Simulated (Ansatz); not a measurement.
# Al₂ClFH₄Si: small, medium and large basis sets

How large a basis does Al₂ClFH₄Si need? Two functionals are run in growing sets.

The runs use Ansatz 0.2.0, Gaussian basis; one geometry, several basis sets.

Levels to be run: PBE0-D4/def2-SVP; ωB97M-V/def2-SVP; PBE0-D4/def2-QZVPP; ωB97M-V/def2-QZVPP; the functionals' def2-TZVPP values are taken from earlier runs.

## Step 1: The geometry

All runs share one geometry, relaxed beforehand with PBE0-D4 in a triple-zeta def2 set.

9 atoms, charge 0, spin multiplicity 1.

Atoms are counted from 1 here; the program's logs count them from 0.

Bond lengths: F1–Si2 1.614 Å, Si2–Al3 2.485 Å, Si2–Al4 2.434 Å, Si2–H6 1.495 Å, Al3–H7 1.586 Å, Al3–H8 1.589 Å, Al4–Cl5 2.218 Å, Al4–H9 1.582 Å. Angles: F1–Si2–Al3 122.3°, F1–Si2–Al4 116.7°, F1–Si2–H6 107.0°, Al3–Si2–Al4 85.2°, Al3–Si2–H6 116.5°, Al4–Si2–H6 106.9°, Si2–Al3–H7 120.4°, Si2–Al3–H8 114.2°, H7–Al3–H8 122.8°, Si2–Al4–Cl5 92.6°, Si2–Al4–H9 155.7°, Cl5–Al4–H9 111.3°.

## Step 2: PBE0-D4 in def2-SVP

in.yaml reads:

```yaml
crystal:
  periodic: [false, false, false]
  atoms:
    - {symbol: F, position_ang: [-0.254547, -1.679978, 2.123342]}
    - {symbol: Si, position_ang: [-0.054709, -0.304930, 1.302424]}
    - {symbol: Al, position_ang: [1.517054, -0.117489, -0.613332]}
    - {symbol: Al, position_ang: [-1.779040, 0.261780, -0.319669]}
    - {symbol: Cl, position_ang: [-0.316445, 1.208216, -1.692963]}
    - {symbol: H, position_ang: [-0.019581, 0.802399, 2.305641]}
    - {symbol: H, position_ang: [2.684283, 0.955954, -0.590786]}
    - {symbol: H, position_ang: [1.535144, -1.387533, -1.567925]}
    - {symbol: H, position_ang: [-3.223660, 0.215281, -0.963831]}
basis:
  gaussian: {orbitals: def2-SVP}
hamiltonian: {xc: pbe0, dispersion: d4}
output: {orbitals: {seedname: orbitals}}
```

Further steps of the session: ωB97M-V in def2-SVP; PBE0-D4 in def2-QZVPP; ωB97M-V in def2-QZVPP.

Before running them: what should the planned runs give, taken together? Wanted: PBE0-D4: double and triple zeta above quadruple; ωB97M-V: double and triple zeta above quadruple.

The runs gave:

```
                                       quantity           value
PBE0-D4: double and triple zeta above quadruple  16.49, 1.19 eV
ωB97M-V: double and triple zeta above quadruple  16.43, 1.14 eV
```

In words: For PBE0-D4 the step from double to triple zeta gains 15.30 eV and the next only 1.19 eV. Total energies overstate the basis error of differences, where much of it tends to cancel.
